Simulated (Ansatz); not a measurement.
# ScSbTe4: the cost of one run

Program: Ansatz 0.2.0. Level of theory: DFT PBE, scalar-relativistic, plane waves, PAW. These are calculated values, not measurements.

1 further run of the same task is left out (it didn't finish).

## Step 1: The structure to begin with

It takes space group F-43m (No. 216, cubic). Conventional cell: a = 8.826 Å, b = 8.826 Å, c = 8.826 Å, α = 90.00°, β = 90.00°, γ = 90.00°. Around Sc (site symmetry -43m) lie 12 Te at 3.66 Å and 4 Sb at 3.82 Å. Around Sb (site symmetry -43m) lie 12 Te at 3.66 Å and 4 Sc at 3.82 Å. Te (site symmetry 3m) is surrounded by 6 Te at 3.11 to 3.13 Å and 3 Sb at 3.66 Å and 3 Sc at 3.66 Å.

As a file:

```
Sc Sb Te
1.0
     0.00000    4.41305    4.41305
     4.41305    0.00000    4.41305
     4.41305    4.41305    0.00000
Sc Sb Te
1 1 4
Direct
  0.00000 0.00000 0.00000
  0.25000 0.25000 0.25000
  0.62444 0.12668 0.62444
  0.62444 0.62444 0.12668
  0.62444 0.62444 0.62444
  0.12668 0.62444 0.62444
```

The cell is invented: species swapped into a database cell of CeInPt4 (F-43m, No. 216), with Sc on the Ce sites, Sb on the In sites and Te on the Pt sites. Lengths come from tabulated atomic sizes and are only a guess.

## Step 2: Probe: one point on a coarse mesh

Contents of input.yaml:

```yaml
crystal:
  lattice:
    - [0.0, 4.41305342, 4.41305342]
    - [4.41305342, 0.0, 4.41305342]
    - [4.41305342, 4.41305342, 0.0]
  atoms:
    - { symbol: Sc, position: [0.0, 0.0, 0.0] }
    - { symbol: Sb, position: [0.25, 0.25, 0.25] }
    - { symbol: Te, position: [0.62443975, 0.12668075, 0.62443975] }
    - { symbol: Te, position: [0.62443975, 0.62443975, 0.12668075] }
    - { symbol: Te, position: [0.62443975, 0.62443975, 0.62443975] }
    - { symbol: Te, position: [0.12668075, 0.62443975, 0.62443975] }
basis:
  ecutwfc: 420
kpoints:
  mp_grid: { grid: [4, 4, 4] }
hamiltonian:
  xc: pbe
scf:
  occupations: { method: gaussian, width: 0.1 }
  lower_state_search: "off"
output:
  forces: true
  stress: true
  eigenvalues: true
```

Command:

```
$ ansatz run input.yaml --threads 1 --pin off --max-ram 2560MiB --backend cpu --events-out ev --progress --plain --runs-dir out
```

What time and memory should one allow on 1 thread of Intel Xeon at 2.50GHz (Skylake/Cascade Lake), shared host?

About 13 s, with a peak of 0.45 GiB.
